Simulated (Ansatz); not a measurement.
# InSe: the cost of one run

Program: Ansatz 0.2.0. Level of theory: DFT LDA, spin-orbit coupling, plane waves, PAW, and further levels as typed in the inputs. These are calculated values, not measurements.

## (1) The structure to begin with

The structure is hexagonal, space group P6_3/mmc (No. 194). The conventional cell has a = 4.050 Å, b = 4.050 Å, c = 16.930 Å, α = 90.00°, β = 90.00°, γ = 120.00°. In (site symmetry 3m) has 3 Se at 2.52 Å as nearest neighbours. Se (site symmetry 3m) has 3 In at 2.52 Å as nearest neighbours.

Coordinates:

```cif
data_structure
_symmetry_space_group_name_H-M 'P 1'
_symmetry_Int_Tables_number 1
_cell_length_a 4.0500
_cell_length_b 4.0500
_cell_length_c 16.9300
_cell_angle_alpha 90.000
_cell_angle_beta 90.000
_cell_angle_gamma 120.000
_cell_volume 240.49
loop_
_atom_site_label
_atom_site_type_symbol
_atom_site_fract_x
_atom_site_fract_y
_atom_site_fract_z
_atom_site_occupancy
In1 In 0.33333 0.66667 0.15700 1
In2 In 0.66667 0.33333 0.65700 1
In3 In 0.33333 0.66667 0.34300 1
In4 In 0.66667 0.33333 0.84300 1
Se1 Se 0.33333 0.66667 0.60200 1
Se2 Se 0.66667 0.33333 0.10200 1
Se3 Se 0.33333 0.66667 0.89800 1
Se4 Se 0.66667 0.33333 0.39800 1
```

The structure rests on an entry of the Crystallography Open Database; cell or positions may have been set otherwise for this series.

## (2) Single point: InSe

input.yaml

```yaml
crystal:
  lattice:
    - [4.05, 0.0, 0.0]
    - [-2.025, 3.5074028853, 0.0]
    - [0.0, 0.0, 16.93]
  atoms:
    - { symbol: In, position: [0.3333333333, 0.6666666667, 0.157] }
    - { symbol: In, position: [0.6666666667, 0.3333333333, 0.657] }
    - { symbol: In, position: [0.3333333333, 0.6666666667, 0.343] }
    - { symbol: In, position: [0.6666666667, 0.3333333333, 0.843] }
    - { symbol: Se, position: [0.3333333333, 0.6666666667, 0.602] }
    - { symbol: Se, position: [0.6666666667, 0.3333333333, 0.102] }
    - { symbol: Se, position: [0.3333333333, 0.6666666667, 0.898] }
    - { symbol: Se, position: [0.6666666667, 0.3333333333, 0.398] }
scf:
  occupations: { method: fixed }
output:
  forces: false
  stress: false
  eigenvalues: true
  eigenstates:
    kpoints:
      - [0, 0, 0]
      - [0.01, 0, 0]
      - [0.02, 0, 0]
      - [0.03, 0, 0]
      - [0, 0, 0.05]
      - [0, 0, 0.1]
      - [0, 0, 0.15]
      - [0, 0, 0.5]
    e_range: [-2, 4]
  write_density: true
  write_potential: true
  elf: true
  volumetric_format: npy
kpoints:
  mp_grid: { grid: [12, 12, 3] }
hamiltonian:
  xc: lda
magnetization:
  noncollinear: true
  spin_orbit: true
```

Started as:

```sh
ansatz run input.yaml --threads 8 --pin off --max-ram 22528MiB --backend cpu --events-out ev --progress --plain --runs-dir out
```

Q: Estimate wall time and peak memory on 8 threads of Arm Neoverse N1, shared host.

About 1.9 min, with a peak of 4.4 GiB.
